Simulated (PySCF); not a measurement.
# BF4H2P: the cost of one run

The runs use PySCF 2.14.0, with density-fitted response routines of our own; the level of theory stands in each step. All values are computed, except where a source is named. Atoms count from 0, in the outputs and in this text.

## (1) The starting structure

8 atoms, charge 0, multiplicity 1; geometry from: GFN2-xTB. The atoms were then displaced at random by about 0.01 Å, so the start is not that level's minimum.

Bonds of the start (Å): F0–P1 1.60, P1–B2 2.50, B2–F3 1.33, B2–F4 1.31, B2–F5 1.30, P1–H6 1.41, P1–H7 1.41.

## (2) Geometry optimisation at PBE0-D3(BJ)/def2-SVP

What the job is given:

```
{"job": {"xc": "PBE0", "basis": "def2-SVP", "d3": "d3bj", "grid": 1, "shake": 0.01, "kind": "geom"}, "charge": 0, "multiplicity": 1}
F      1.376990     1.324160    -0.166730
P      1.032270    -0.232030    -0.047340
B     -1.460720    -0.040890    -0.046350
F     -1.421320     0.503060     1.162960
F     -1.541490     0.740290    -1.097930
F     -1.794980    -1.296740    -0.162120
H      2.119310    -0.634640    -0.850450
H      1.745080    -0.382350     1.155490
```

Launch:

```bash
OMP_NUM_THREADS=1 python probes_run.py task.json out
```

The driver reads the jobs from task.json and runs them one after another.

**Question.** How long does this first job take on 1 thread of Arm Neoverse V1, shared host, and how much memory does it need?

About 92 s, with a peak of 0.41 GiB.
